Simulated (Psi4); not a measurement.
# UTPSSh/def2-SVPD (core potential) run of SnH3O2 (SMILES [OH][SnH][OH])

What is the vertical electron affinity of SnH3O2 at UTPSSh/def2-SVPD (core potential)? 

The calculation is run with Psi4 1.11.

1 further run of the same task is left out (set aside as unsound or not needed).

**1. The system as given**

The species is SnH3O2 (6 atoms), meant as a doublet with charge 0. As SMILES, `[OH][SnH][OH]`. The coordinates come from a PBE0-D4/def2-TZVP relaxation. This is one conformer, not always the lowest.

Bond lengths: O1–Sn2 1.978 Å, Sn2–O3 1.963 Å, O1–H4 0.960 Å, Sn2–H5 1.748 Å, O3–H6 0.962 Å. Angles: O1–Sn2–O3 99.7°, O1–Sn2–H5 110.6°, O3–Sn2–H5 104.3°, Sn2–O1–H4 115.0°, Sn2–O3–H6 112.0°.

**2. Energy and gradient at UTPSSh/def2-SVPD (core potential)**

The input, calc.in:

```
memory 2200 mb

molecule molecule1 {
  0 2
  O
  Sn 1 r2
  O 2 r3 1 a3
  H 1 r4 2 a4 3 d4
  H 2 r5 3 a5 1 d5
  H 3 r6 2 a6 5 d6

  r2 = 1.978076
  r3 = 1.962978
  a3 = 99.6503
  r4 = 0.960256
  a4 = 114.97879
  d4 = -170.37312
  r5 = 1.747629
  a5 = 104.33832
  d5 = 114.29614
  r6 = 0.961895
  a6 = 111.97919
  d6 = 144.70045
  symmetry c1
  no_reorient
  no_com
}

set basis def2-SVPD
set reference uks
set puream true
set e_convergence 1e-09
set d_convergence 1e-08
set scf_type pk
set dft_radial_points 99
set dft_spherical_points 590
set maxiter 100

gradient('tpssh')
```

Run with:

```bash
psi4 calc.in calc.out -n 1
```

calc.out:

```text
[...]
    !!!  WARNING: ECP capability is in beta. Please check occupations closely.  !!!
[...]
  Running in c1 symmetry.
[...]
  Nuclear repulsion =  136.297566665365679
[...]
  Multiplicity = 2
[...]
  Nalpha       = 21
  Nbeta        = 20
[...]
    Number of basis functions: 102
[...]
   @UKS iter   1:  -365.80019506462349   -9.88404e-01   1.13315e-02 ADIIS/DIIS
[...]
   @UKS iter  14:  -366.36103073400716   -5.57066e-12   4.74062e-09 DIIS
[...]
   @S^2 Observed:                7.547354397E-01
[...]
    Orbital Energies [Eh]
    ---------------------
    Alpha Occupied:
       1A    -19.070841     2A    -19.066962     3A     -5.044856
       4A     -3.399942     5A     -3.398782     6A     -3.396480
       7A     -1.029589     8A     -1.017356     9A     -1.004925
      10A     -1.003524    11A     -1.002997    12A     -0.937763
      13A     -0.914350    14A     -0.520184    15A     -0.456745
      16A     -0.404365    17A     -0.347026    18A     -0.328269
      19A     -0.305262    20A     -0.296666    21A     -0.217089
    Alpha Virtual:
      22A     -0.033175    23A     -0.017676    24A      0.006507
      25A      0.027621    26A      0.058189    27A      0.074737
[...]
  @UKS Final Energy:  -366.36103073400716
   => Energetics <=
    Nuclear Repulsion Energy =            136.2975666653656788
    One-Electron Energy =                -856.9385470334286765
    Two-Electron Energy =                 387.0948671308483995
    DFT Exchange-Correlation Energy =     -32.8149174967925816
    Empirical Dispersion Energy =           0.0000000000000000
    VV10 Nonlocal Energy =                  0.0000000000000000
    Total Energy =                       -366.3610307340071586
[...]
 Multipole Moments:
 ------------------------------------------------------------------------------------
     Multipole            Electronic (a.u.)      Nuclear  (a.u.)        Total (a.u.)
 ------------------------------------------------------------------------------------
 L = 1.  Multiply by 2.5417464519 to convert [e a0] to [Debye]
 Dipole X            :          1.6930550           -1.3111693            0.3818857
 Dipole Y            :         16.0401567          -15.1849531            0.8552036
 Dipole Z            :         14.6460880          -14.7010167           -0.0549287
 Magnitude           :                                                    0.9382042
[...]
  -Total Gradient:
     Atom            X                  Y                   Z
    ------   -----------------  -----------------  -----------------
       1        0.001122920557     0.006253008645     0.013224620063
       2       -0.002671853572    -0.018091004642    -0.014791845901
       3        0.003725433459     0.013640721688    -0.007469913765
       4       -0.001015131691    -0.006538594838     0.004722295346
       5        0.002492289681    -0.000443642301    -0.000850822572
       6       -0.003660533371     0.005237996628     0.005154886491
[...]
```

It took 53 s on 1 thread of Intel Xeon 6975P-C (Granite Rapids), shared host; peak memory 1.1 GiB.

**3. The singlet anion at the same level**

The input, h3o2sn.in:

```
memory 2200 mb

molecule {
  -1 1
  O     -1.248300    -0.684700    -0.233400
  Sn     0.417000     0.302500    -0.639600
  O      1.413900    -0.038300     1.016700
  H     -1.852000    -0.783400    -0.973600
  H      0.128600     2.026100    -0.624300
  H      1.182700    -0.886000     1.408100
  symmetry c1
  no_reorient
  no_com
}

set {
  basis                def2-SVPD
  puream               true
  e_convergence        1e-09
  d_convergence        1e-08
  scf_type             pk
  dft_radial_points    99
  dft_spherical_points 590
}

E, wfn = gradient('tpssh', return_wfn=True)
oeprop(wfn, 'LOWDIN_CHARGES', 'QUADRUPOLE', 'WIBERG_LOWDIN_INDICES')
print_variables()
```

Run with:

```bash
psi4 -n 1 h3o2sn.in h3o2sn.out
```

h3o2sn.out, cut to the lines that bear on the results:

```text
[...]
  Running in c1 symmetry.
[...]
  Nuclear repulsion =  136.297544318308439
[...]
  Multiplicity = 1
[...]
  Nalpha       = 21
  Nbeta        = 21
[...]
    Number of basis functions: 102
[...]
   @RKS iter   1:  -365.71070730320827   -8.48892e-01   1.21457e-02 DIIS/ADIIS
[...]
   @RKS iter  13:  -366.41712742041892   -6.30962e-12   5.93918e-09 DIIS
[...]
  @RKS Final Energy:  -366.41712742041892
   => Energetics <=
    Nuclear Repulsion Energy =            136.2975443183084394
    One-Electron Energy =                -866.1544191694217716
    Two-Electron Energy =                 396.4754557995956930
    DFT Exchange-Correlation Energy =     -33.0357083689012185
    Empirical Dispersion Energy =           0.0000000000000000
    VV10 Nonlocal Energy =                  0.0000000000000000
    Total Energy =                       -366.4171274204189217
[...]
  -Total Gradient:
     Atom            X                  Y                   Z
    ------   -----------------  -----------------  -----------------
       1        0.040394008376     0.016062741435    -0.027163072265
       2       -0.035117749479     0.000749847352     0.083438717752
       3       -0.017431155331    -0.002049973063    -0.045493742345
       4        0.000536809440    -0.000074827263     0.005344778132
       5        0.009920826817    -0.019405970447    -0.014824257662
       6        0.001662418560     0.004735111064    -0.001345348575
[...]
 Multipole Moments:
 ------------------------------------------------------------------------------------
     Multipole            Electronic (a.u.)      Nuclear  (a.u.)        Total (a.u.)
 ------------------------------------------------------------------------------------
 L = 1.  Multiply by 2.5417464519 to convert [e a0] to [Debye]
 Dipole X            :        -19.8079808           18.8180817           -0.9898991
 Dipole Y            :         -2.8414659            2.3200168           -0.5214491
 Dipole Z            :         15.6613141          -15.1076045            0.5537096
 Magnitude           :                                                    1.2483604
 L = 2.  Multiply by 1.3450342976 to convert [e a0^2] to [Debye ang]
 Quadrupole XX       :       -169.3224611          132.5925945          -36.7298666
 Quadrupole XY       :        -36.4165603           35.1505096           -1.2660507
[...]
```

Run time: 34 s. Hardware: 1 thread of Intel Xeon 6975P-C (Granite Rapids), shared host; peak memory 1.2 GiB.

**4. Results**

Level: UTPSSh/def2-SVPD (core potential).

| quantity | value |
| --- | --- |
| doublet SnH3O2: total energy | -366.36103 Eh |
| doublet SnH3O2: dipole moment | 2.38 D |
| doublet SnH3O2: HOMO energy (highest over α and β) | -5.91 eV |
| doublet SnH3O2: LUMO energy (lowest over α and β) | -3.92 eV |
| doublet SnH3O2: ⟨S²⟩ | 0.755 |
| doublet SnH3O2: largest force on an atom | 1.209 eV/Å |
| singlet anion: total energy | -366.41713 Eh |
| singlet anion: HOMO energy | 0.81 eV |
| singlet anion: LUMO energy | 3.95 eV |
| singlet anion: HOMO–LUMO gap (to an unbound level, set by the basis) | 3.14 eV |
| singlet anion: largest force on an atom | 4.655 eV/Å |
| vertical electron affinity (to the singlet anion) | 1.526 eV |

What this shows: At fixed nuclei the extra electron is bound by 1.53 eV (35 kcal/mol). The largest force (doublet SnH3O2) is 1.21 eV/Å: the shape isn't a stationary point for this species at this level. The HOMO (singlet anion) lies at positive energy, 0.81 eV; only total energies tell whether the electron is bound.
